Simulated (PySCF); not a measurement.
Molecule: OKH, in a box.

```
O K H
1.0
    12.00000    0.00000    0.00000
     0.00000   10.00000    0.00000
     0.00000    0.00000   11.00000
O K H
1 1 1
Direct
  0.45544 0.51236 0.47684
  0.61614 0.47612 0.56923
  0.38603 0.52808 0.43695
```

Base run:

| Item | Value |
| --- | --- |
| Program | PySCF 2.14.0 |
| Functional | PBE |
| Potentials or basis | 6-31g* (all-electron) |
| k mesh | 1 × 1 × 1 |
| Occupations | fixed |
| Spin | no spin polarisation |

Its results: gap between the frontier levels 1.04 eV.

Task: The run is repeated on the same cell with these changes: functional from PBE to CAM-B3LYP. What comes out?

Result: Gap between the frontier levels 4.79 eV.

CAM-B3LYP gives the wider gap, since exact exchange removes part of the self-interaction.

Caveats: this is a molecule in a periodic box at the Γ point, so its band gap is the HOMO-LUMO gap; the basis of atomic orbitals isn't converged, which shifts pressures, moduli and gaps.

